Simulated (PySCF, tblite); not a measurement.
# C₄H₇BOSi₂: geometry, infrared bands and NMR shifts

Aim: predict the infrared bands and NMR shifts of C₄H₇BOSi₂ (`BC1=C[Si@@H](C#C)O[SiH2]1`).

Computed with tblite 0.8.0 and PySCF 2.14.0, with density-fitted response routines of our own, on a single molecule in the gas phase. Atoms are numbered from 0 throughout.

## (1) The starting structure

15 atoms, charge 0, multiplicity 1; geometry from: force field or distance geometry start.

Bonds of the start (Å): B0–C1 1.55, C1–C2 1.34, C2–Si3 1.86, Si3–C4 1.83, C4–C5 1.21, Si3–O6 1.72, O6–Si7 1.71, Si7–C1 1.82, B0–H8 1.20, B0–H9 1.20, C2–H10 1.09, Si3–H11 1.45, C5–H12 1.06, Si7–H13 1.47, Si7–H14 1.47.

## (2) Optimising the geometry with GFN2-xTB

The job: settings as JSON, then the geometry in Å.

```
{"job": {"kind": "relax", "xc": "GFN2-xTB", "basis": "xTB"}, "charge": 0, "multiplicity": 1}
B     -2.693500    -0.015200     0.682100
C     -1.264300     0.214900     0.139000
C     -0.161900     0.074000     0.893800
Si     1.328300     0.444100    -0.160400
C      2.586800    -0.811500     0.282300
C      3.419000    -1.640400     0.577500
O      0.743000     0.141900    -1.746000
Si    -0.865900     0.694400    -1.572200
H     -3.231000    -1.069500     0.503700
H     -2.957500     0.498600     1.738700
H     -0.131600    -0.200000     1.948700
H      1.813400     1.800300     0.032300
H      4.151300    -2.363900     0.838900
H     -0.957400     2.160300    -1.631300
H     -1.783100     0.079900    -2.548900
```

Started as:

```console
> OMP_NUM_THREADS=1 python probes_run.py task.json out
```

One launch serves the whole session: the jobs run in the order shown.

**Question.** This job is followed by: GFN2-xTB harmonic vibrations, gas phase; GIAO PBE0/pcSseg-1 NMR shielding, non-relativistic, gas phase. What will the session give for the following? strongest single infrared mode (GFN2-xTB); zero-point energy (GFN2-xTB); 13C shifts against TMS (PBE0/pcSseg-1); 1H shifts against TMS (PBE0/pcSseg-1, means over atoms taken as alike); 11B shifts against BF3·OEt2 (PBE0/pcSseg-1); 29Si shifts against TMS (PBE0/pcSseg-1); 17O shifts against H2O (PBE0/pcSseg-1).

**Answer**, as computed:

```
                                                              quantity                                   value
                             strongest single infrared mode (GFN2-xTB)                   2286 cm⁻¹, 605 km/mol
                                          zero-point energy (GFN2-xTB)                           56.4 kcal/mol
                                13C shifts against TMS (PBE0/pcSseg-1)           200.7, 137.7, 102.9, 88.9 ppm
1H shifts against TMS (PBE0/pcSseg-1, means over atoms taken as alike)  8.18, 6.60, 5.50, 5.44, 5.40, 2.03 ppm
                           11B shifts against BF3·OEt2 (PBE0/pcSseg-1)                                81.4 ppm
                               29Si shifts against TMS (PBE0/pcSseg-1)                        -11.4, -21.4 ppm
                                17O shifts against H2O (PBE0/pcSseg-1)                                31.5 ppm
```

What this shows: Over 103 steps the energy fell by 0.940 eV; of the close pairs, C1–Si7 changed most, 1.821 to 1.925 Å. No mode is imaginary among the 39: a minimum at this level. The strongest single mode, at 2286 cm⁻¹, moves mainly H13 and H14. Unscaled tight-binding wavenumbers are off by several per cent, some by more. Its intensities can rank the bands wrongly. At PBE0/pcSseg-1: The widest tensor belongs to C4: span 290 ppm, with a paramagnetic part of -161 ppm.
